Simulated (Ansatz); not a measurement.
Predict the output of the script below (the Ansatz DFT code, driven from Python).

The script, `ash5si.py`:
```python
'''Molecular dynamics of one AsH5Si molecule.'''

from dataclasses import dataclass

import ansatz
import numpy as np


@dataclass(frozen=True)
class Options:
    basis: str = 'def2-SVP'
    functional: str = 'b3lyp'
    vdw: str = 'd4'
    n_steps: int = 30
    temperature_k: int = 200


cfg = Options()

geometry_ang = [
    ('Si', [-0.5515, -0.5419, -0.371]),
    ('As', [0.9199, 0.2089, 1.217]),
    ('H', [-1.9721, -0.5771, 0.2045]),
    ('H', [-0.1296, -1.8109, -0.8869]),
    ('H', [-0.6176, 0.4555, -1.5144]),
    ('H', [0.3749, 1.6912, 1.1689]),
    ('H', [2.0372, 0.5064, 0.1362]),
]
molecule = ansatz.Crystal.molecule()
for symbol, xyz in geometry_ang:
    molecule = molecule.atom(symbol, xyz)

calc = molecule.calculation()
calc = calc.basis(gaussian=cfg.basis)
calc = calc.functional(cfg.functional, dispersion=cfg.vdw)
symbols = [site.symbol for site in molecule.cartesian_sites]
start = np.array([site.position_ang for site in molecule.cartesian_sites], dtype=float)
r = calc.relax(force_tolerance=0.02, max_steps=100).run(threads=1).report
end = np.array(r['positions_ang'])
minimum = ansatz.Crystal.molecule()
for symbol, place in zip(symbols, end):
    minimum = minimum.atom(symbol, place.tolist())

# dynamics from the relaxed geometry
calc = (
    minimum.calculation()
    .basis(gaussian=cfg.basis)
    .functional(cfg.functional, dispersion=cfg.vdw)
    .md('nvt_nose_hoover', timestep=1.0, steps=cfg.n_steps, temperature=cfg.temperature_k, initial_velocities='maxwell_boltzmann', seed=38, thermostat_time=20)
)
frames = []
out = calc.session().plan().execute(on_event=lambda e: frames.append(e['data']) if e['event'] == 'md_step' else None)
print('t (fs)   E_pot (eV)      E_kin (eV)   T (K)   d(0-1) (A)')
for f in frames[::3]:
    xyz = np.array(f['positions_ang'])
    print(f'{f["time_fs"]:6.2f} {f["lagrangian_ev"]:14.5f} {f["e_kin_ev"]:10.5f} {f["temperature_k"]:8.1f} {np.linalg.norm(xyz[0] - xyz[1]):9.4f}')
kept = np.array([f['conserved_ev'] for f in frames])
print(f'conserved energy moves by at most {1000 * np.ptp(kept):.3f} meV')
```

Output of `python ash5si.py`:
```text
t (fs)   E_pot (eV)      E_kin (eV)   T (K)   d(0-1) (A)
  0.00   -68792.31950    0.12926    200.0    2.3912
  3.00   -68792.27421    0.08535    132.1    2.4014
  6.00   -68792.24804    0.06006     92.9    2.4110
  9.00   -68792.23296    0.04689     72.5    2.4190
 12.00   -68792.20782    0.02516     38.9    2.4243
 15.00   -68792.26398    0.08600    133.1    2.4262
 18.00   -68792.24773    0.08331    128.9    2.4257
 21.00   -68792.24507    0.09320    144.2    2.4240
 24.00   -68792.23185    0.09512    147.2    2.4223
 27.00   -68792.16291    0.03755     58.1    2.4205
 30.00   -68792.21168    0.09271    143.5    2.4182
conserved energy moves by at most 2.776 meV
```

Total energies depend on the basis set; only differences at equal settings carry meaning. The trajectory is only some femtoseconds long, so its temperature is not equilibrated; where the script doesn't relax first, it starts from a rough generated geometry. b3lyp holds the VWN-RPA fit, as in Gaussian; the form of ORCA and Turbomole is b3lyp5. The temperature counts the internal degrees of freedom alone. With hydrogen a step over 0.5 fs is long. Finished in 63 s on 1 thread of Arm Neoverse V2, with other jobs on the host, peak memory 0.25 GiB.
